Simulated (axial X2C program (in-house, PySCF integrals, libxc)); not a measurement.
# TeAl: properties at the nuclei

Aim: properties at the nuclei of TeAl, with spin–orbit coupling in the Hamiltonian from the start.

Computed with an in-house X2C program for linear molecules on PySCF integrals. Level: two-component X2C with atomic mean-field terms, Te dyall-cv3z, Al dyall-v3z.

All values are calculated.

### Step 1. The job

The input, task.json:

```json
{"zs": [52, 13], "q": 0, "bas": ["dyall-cv3z", "dyall-v3z"], "r0": 2.41, "levels": ["PBE0", "HF", "PBE", "PBE50", "LDA"], "nst": 3}
```

Keys: zs atomic numbers; q charge; bas basis sets; r0 starting distance in Å; levels methods (HF also brings MP2); nst determinants followed.

Started as:

```
$ python soeom.py task.json out
```

After this run come: Expectation values, lowest determinant; Expectation values, a higher determinant.

Before running it: what results should come out? Wanted: lowest state; Eeff magnitude; Ws magnitude Te; A∥/gI Te; qzz Te; higher state; Eeff magnitude; Ws magnitude Te; A∥/gI Te.

As calculated:

```
                                  quantity                        value
                              lowest state  Ω = 1/2 (unpaired: ω = 1/2)
              Eeff magnitude (GV/cm), PBE0                        0.152
               Ws magnitude Te (kHz), PBE0                        0.405
                      A∥/gI Te (MHz), PBE0                        -26.3
                       qzz Te (a.u.), PBE0                         5.27
                              higher state  Ω = 3/2 (unpaired: ω = 3/2)
Eeff magnitude (GV/cm), PBE0, higher state                          0.6
 Ws magnitude Te (kHz), PBE0, higher state                        0.178
        A∥/gI Te (MHz), PBE0, higher state                          468
         qzz Te (a.u.), PBE0, higher state                        -4.78
```

**Reading.** In the first state, the effective field runs from 0.0756 to 1.07 GV/cm over the mean-field levels, so the levels don't agree on it. The expectation values come from single determinants. Eeff is the effective electric field on the electron dipole moment in this Ω state and Ws the scalar–pseudoscalar constant (defined with the proton number Z and per Ω); A∥ is the parallel hyperfine constant, which follows by multiplying with the nuclear g factor gI = μI/(I μN); qzz is the electric field gradient, eQq0 = 234.96 MHz × Q/barn × qzz; μ is positive if Al is the positive end. The operators were transformed with the bare-nucleus X2C matrices.
